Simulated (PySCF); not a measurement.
# C3H2BrClO: the cost of one run

Computed with PySCF 2.14.0 and routines of our own; the level stands in each step. Atoms count from 0.

## Step 1: The starting structure

8 atoms, charge 0, multiplicity 1; geometry from: GFN2-xTB.

## Step 2: Relaxing the molecule at PBE0-D3(BJ)/def2-SVP

What the job is given:

```
{"job": {"xc": "PBE0", "basis": "def2-SVP", "d3": "d3bj", "grid": 1, "maxiter": 30, "shake": 0.01, "kind": "geom"}, "charge": 0, "multiplicity": 1}
O     -1.674100    -1.025930    -0.452540
C     -1.302580     0.025570     0.011790
C      0.099980     0.379220     0.161820
Br     0.480620     2.080410     0.945120
C      1.174350    -0.377120    -0.187670
Cl     1.043470    -1.898050    -0.883620
H     -1.972310     0.815040     0.377330
H      2.205690    -0.018290    -0.024680
```

On the command line:

```sh
OMP_NUM_THREADS=1 python heavy_run.py task.json out
```

One launch serves the whole session: the jobs run in the order shown.

Q: Estimate the wall time and peak memory of this first job on 1 thread of Arm Neoverse V1, shared host.

About 71 s, with a peak of 0.5 GiB.
